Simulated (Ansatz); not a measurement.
Task: an atomisation energy of CH3NS2, SMILES N=C(S)S, with Ansatz 0.2.0, Python API. Give the script and its output. Settings (for the species named): r2scan0, aug-cc-pVDZ basis, multiplicity 1.

```xyz
7

N     1.2683   -1.2327    0.2036
C     0.3271   -0.2658    0.1424
S     0.0323    0.8034    1.4664
S    -0.5590   -0.0473   -1.2835
H     1.1970   -1.6915   -0.7227
H    -1.1808    1.1791    1.1531
H    -1.0236    1.1867   -1.0050
```

The script, `ch3ns2.py`:
```python
from collections import Counter

import ansatz
from ase import Atoms

config = {
    "basis": "aug-cc-pVDZ",
    "functional": "R2SCAN0",
}


def energy(molecule, charge=0, unpaired=0):
    calc = (
        molecule.calculation()
        .basis(gaussian=config["basis"])
        .functional(config["functional"])
    )
    if charge:
        calc = calc.charge(charge)
    if unpaired:
        calc = calc.spin("collinear", total=unpaired)
    report = calc.run().report
    if report["published_state_doubts"]:
        print("  doubts:", report["published_state_doubts"])
    return report["free_energy_ev"]

atoms = Atoms(["N", "C", "S", "S", "H", "H", "H"], positions=[
    (1.2683, -1.2327, 0.2036),
    (0.3271, -0.2658, 0.1424),
    (0.0323, 0.8034, 1.4664),
    (-0.559, -0.0473, -1.2835),
    (1.197, -1.6915, -0.7227),
    (-1.1808, 1.1791, 1.1531),
    (-1.0236, 1.1867, -1.005),
])
molecule = ansatz.Crystal.molecule_from_ase(atoms)

unpaired = {"N": 3, "C": 2, "S": 2, "H": 1}
counts = Counter(site.symbol for site in molecule.cartesian_sites)
atom_energy = {s: energy(ansatz.Crystal.molecule().atom(s, (0, 0, 0)), 0, unpaired[s]) for s in counts}
whole = energy(molecule, 0, 0)
for s, e in atom_energy.items():
    print(f"{s:2s} x{counts[s]}  {e:14.5f} eV")
print(f"CH3NS2: {whole:.5f} eV")
split = sum(counts[s] * e for s, e in atom_energy.items()) - whole
print(f"atomisation energy (no zero-point term): {23.060548 * split:.1f} kcal/mol, {split / sum(counts.values()):.3f} eV an atom")
```

```console
$ python ch3ns2.py
N  x1     -1484.97503 eV
C  x1     -1029.38462 eV
S  x2    -10832.29451 eV
H  x3       -13.58985 eV
CH3NS2: -24242.66406 eV
atomisation energy (no zero-point term): 529.1 kcal/mol, 3.278 eV an atom
```

529.1 kcal/mol from the electronic energies, without the zero-point term.

Notes:
- Total energies depend on the basis set; only differences at equal settings carry meaning.
- The geometry is a force-field or estimated start, not a minimum of this method, and the basis set is short of its limit. All parts are taken at fixed geometry, without zero-point energy.
- For Al to Cl the sets with a tight d function, cc-pV(X+d)Z, are usual.
- Timing: 11 s on 1 thread of Arm Neoverse V2, on a shared host, peak memory 0.34 GiB.

(Lines on the test bed's own set-up are left out of the output.)
